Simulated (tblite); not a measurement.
# Cd6I13: the cost of one run

Programs: tblite 0.8.0 and PySCF 2.14.0, with routines of our own; each step states its level. All values are computed. Atoms count from 0.

## 1. The starting structure

19 atoms, charge -1, multiplicity 1; geometry from: force field, distance geometry or constructed start.

## 2. Optimising the geometry with GFN2-xTB

What the job is given:

```
{"job": {"kind": "relax", "xc": "GFN2-xTB", "basis": "xTB"}, "charge": -1, "multiplicity": 1}
Cd    -1.780400    -3.222800    -0.092100
Cd    -1.788500     4.125500    -0.097400
Cd    -3.900100     0.448600    -0.089500
Cd     2.454000    -3.216600    -0.096700
Cd     4.573700     0.449700    -0.087100
Cd     0.331400     0.450400    -0.093100
I     -3.905200    -1.995300    -1.813800
I     -1.781900    -5.666300    -1.809000
I     -1.782600    -0.775100     1.629100
I      0.331900    -1.997800    -1.808900
I      0.332600    -4.446200     1.627400
I     -1.787800     1.672900    -1.810500
I     -1.788700     6.571600     1.634500
I     -3.903100     2.898300     1.626800
I      0.332500     2.904000     1.629700
I      4.572800    -1.996400    -1.804200
I      2.455100    -0.771100     1.630400
I      2.453600     1.671500    -1.811500
I      4.574100     2.900700     1.632000
```

On the command line:

```console
$ OMP_NUM_THREADS=2 python large_run.py task.json out
```

The driver reads the jobs from task.json and runs them one after another.

Q: Estimate the wall time and peak memory of this first job on 2 threads of Arm Neoverse V2, shared host.

About 5.3 s, with a peak of 0.16 GiB.
